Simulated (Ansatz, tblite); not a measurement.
# C₂₇H₁₈N₂: one state, many levels

How do method and basis change the picture of C₂₇H₁₈N₂ (singlet)?

Method: as each input shows; program: Ansatz 0.2.0, Gaussian basis.

Levels to be run: GFN1-xTB, GFN2-xTB, PBE-D4/def2-TZVP, r2SCAN-D4/def2-TZVP, revPBE-D4/def2-TZVP, r2SCAN0-D4/def2-TZVP, HF/def2-TZVP, PBE-D4/def2-SVP, PBE0-D4/def2-SVP, HF/STO-3G, MP2/def2-SVP, RPA/def2-SVP.

### Step 1. The structure

The geometry is that of the singlet, from an earlier relaxation (r2SCAN-D4/def2-SVP).

SMILES `CN(C)c1ccc(C#Cc2ccc(C#Cc3ccc(C#CC#N)cc3)cc2)cc1`, 47 atoms, charge 0, spin multiplicity 1.

Bond lengths: C1–N2 1.446 Å, C1–H30 1.107 Å, C1–H31 1.097 Å, C1–H32 1.106 Å, N2–C3 1.446 Å, N2–C4 1.376 Å, C3–H33 1.107 Å, C3–H34 1.097 Å, C3–H35 1.106 Å, C4–C5 1.419 Å, C4–C29 1.419 Å, C5–C6 1.389 Å, C5–H36 1.091 Å, C6–C7 1.412 Å, C6–H37 1.093 Å, C7–C8 1.422 Å, C7–C28 1.412 Å, C8–C9 1.226 Å and more. Angles: N2–C1–H30 112.3°, N2–C1–H31 109.3°, N2–C1–H32 111.8°, H30–C1–H31 107.9°, H30–C1–H32 107.6°, H31–C1–H32 107.8°, C1–N2–C3 120.0°, C1–N2–C4 119.9°, C3–N2–C4 119.9°, N2–C3–H33 112.3°, N2–C3–H34 109.3°, N2–C3–H35 111.8°, H33–C3–H34 107.9°, H33–C3–H35 107.6°, H34–C3–H35 107.8°, N2–C4–C5 121.3°, N2–C4–C29 121.3°, C5–C4–C29 117.4° and more.

PBE0-D4/def2-TZVP was run before; its log isn't repeated, and its numbers join the tables.

### Step 2. GFN1-xTB

Tight binding, by tblite at 300 K electronic temperature and without a spin-polarisation term:

```python
tblite.interface.Calculator('GFN1-xTB', numbers, positions, charge=0, uhf=0).singlepoint()
```

Energy -1984.3160 eV, HOMO -10.28 eV, LUMO -8.67 eV; 0.1 s.

### Step 3. GFN2-xTB

Tight binding, by tblite at 300 K electronic temperature and without a spin-polarisation term:

```python
tblite.interface.Calculator('GFN2-xTB', numbers, positions, charge=0, uhf=0).singlepoint()
```

Energy -1975.6275 eV, HOMO -9.32 eV, LUMO -7.90 eV; 0.085 s.

### Step 4. PBE-D4/def2-TZVP

start.molden holds the orbitals of an earlier run on this state, given as this run's starting guess.

in.yaml

```yaml
crystal:
  periodic: [false, false, false]
  atoms:
    - {symbol: C, position_ang: [-9.335631, 0.617582, -1.654155]}
    - {symbol: N, position_ang: [-8.678162, 0.434626, -0.379756]}
    - {symbol: C, position_ang: [-9.454768, 0.426346, 0.839524]}
    - {symbol: C, position_ang: [-7.305971, 0.355552, -0.320409]}
    - {symbol: C, position_ang: [-6.628015, 0.220117, 0.918866]}
    - {symbol: C, position_ang: [-5.243170, 0.134562, 0.972480]}
    - {symbol: C, position_ang: [-4.455376, 0.179480, -0.198234]}
    - {symbol: C, position_ang: [-3.037430, 0.094470, -0.137331]}
    - {symbol: C, position_ang: [-1.815230, 0.021391, -0.084815]}
    - {symbol: C, position_ang: [-0.395276, -0.043943, -0.022677]}
    - {symbol: C, position_ang: [0.376748, 1.134837, 0.090453]}
    - {symbol: C, position_ang: [1.763402, 1.075340, 0.151732]}
    - {symbol: C, position_ang: [2.432194, -0.168072, 0.102739]}
    - {symbol: C, position_ang: [3.852223, -0.228575, 0.165746]}
    - {symbol: C, position_ang: [5.074833, -0.276461, 0.220378]}
    - {symbol: C, position_ang: [6.493948, -0.330295, 0.283778]}
    - {symbol: C, position_ang: [7.270672, -0.261931, -0.895832]}
    - {symbol: C, position_ang: [8.656530, -0.311535, -0.835992]}
    - {symbol: C, position_ang: [9.314299, -0.431485, 0.410070]}
    - {symbol: C, position_ang: [10.727589, -0.480994, 0.473401]}
    - {symbol: C, position_ang: [11.952872, -0.523205, 0.527250]}
    - {symbol: C, position_ang: [13.315203, -0.570840, 0.588641]}
    - {symbol: N, position_ang: [14.485099, -0.611532, 0.641958]}
    - {symbol: C, position_ang: [8.541030, -0.500141, 1.592038]}
    - {symbol: C, position_ang: [7.155377, -0.450021, 1.527806]}
    - {symbol: C, position_ang: [1.664151, -1.348441, -0.007673]}
    - {symbol: C, position_ang: [0.277310, -1.286242, -0.068479]}
    - {symbol: C, position_ang: [-5.128691, 0.320276, -1.431109]}
    - {symbol: C, position_ang: [-6.513006, 0.406442, -1.496140]}
    - {symbol: H, position_ang: [-9.037483, 1.562190, -2.148613]}
    - {symbol: H, position_ang: [-10.421832, 0.644949, -1.500562]}
    - {symbol: H, position_ang: [-9.113996, -0.210214, -2.352697]}
    - {symbol: H, position_ang: [-9.211966, 1.282909, 1.497548]}
    - {symbol: H, position_ang: [-10.521720, 0.484198, 0.589632]}
    - {symbol: H, position_ang: [-9.294170, -0.499342, 1.422284]}
    - {symbol: H, position_ang: [-7.188956, 0.182288, 1.853524]}
    - {symbol: H, position_ang: [-4.748304, 0.027872, 1.941415]}
    - {symbol: H, position_ang: [-0.134063, 2.100218, 0.127920]}
    - {symbol: H, position_ang: [2.350643, 1.993184, 0.237346]}
    - {symbol: H, position_ang: [6.765151, -0.169020, -1.859971]}
    - {symbol: H, position_ang: [9.250632, -0.258666, -1.751517]}
    - {symbol: H, position_ang: [9.045665, -0.592576, 2.556778]}
    - {symbol: H, position_ang: [6.560565, -0.502946, 2.442750]}
    - {symbol: H, position_ang: [2.174117, -2.314399, -0.046091]}
    - {symbol: H, position_ang: [-0.310407, -2.203503, -0.155875]}
    - {symbol: H, position_ang: [-4.543706, 0.359656, -2.353793]}
    - {symbol: H, position_ang: [-6.982904, 0.515873, -2.474337]}
basis:
  gaussian: {orbitals: def2-TZVP, fitting: {mean_field: def2-universal-jkfit}, initial_orbitals: start.molden}
hamiltonian: {xc: pbe, dispersion: d4}
scf: {omitted_lower_state_checks: [starts]}
output: {forces: true, orbitals: {seedname: orbitals}}
```

Started as:

```bash
ansatz run in.yaml --threads 2 --pin off --events-out ev --progress --plain --max-ram 22528MiB --backend cuda --devices 0, --max-vram 18GiB
```

Further steps of the session: r2SCAN-D4/def2-TZVP; revPBE-D4/def2-TZVP; r2SCAN0-D4/def2-TZVP; HF/def2-TZVP; PBE-D4/def2-SVP; PBE0-D4/def2-SVP; HF/STO-3G; MP2/def2-SVP; RPA/def2-SVP.

Q: Predict the results of all the runs planned. Wanted: gap in def2-TZVP, named functionals and Hartree-Fock, smallest and largest; correlation energy, MP2/def2-SVP; binding an atom, functionals in def2-TZVP; PBE0 total energy, smallest basis above largest.

The runs gave:

```
                                                                  quantity                                  value
gap in def2-TZVP, named functionals and Hartree-Fock, smallest and largest         1.58 eV (PBE-D4), 8.29 eV (HF)
                                          correlation energy, MP2/def2-SVP                             -103.29 eV
                                 binding an atom, functionals in def2-TZVP  5.19 (r2SCAN0-D4) to 5.50 eV (PBE-D4)
                           PBE0 total energy, smallest basis above largest         32.71 eV (def2-SVP, def2-TZVP)
```

In words: Orbital gaps of the named functionals and Hartree-Fock in def2-TZVP span 1.58 eV (PBE-D4) to 8.29 eV (HF); exact exchange widens it.
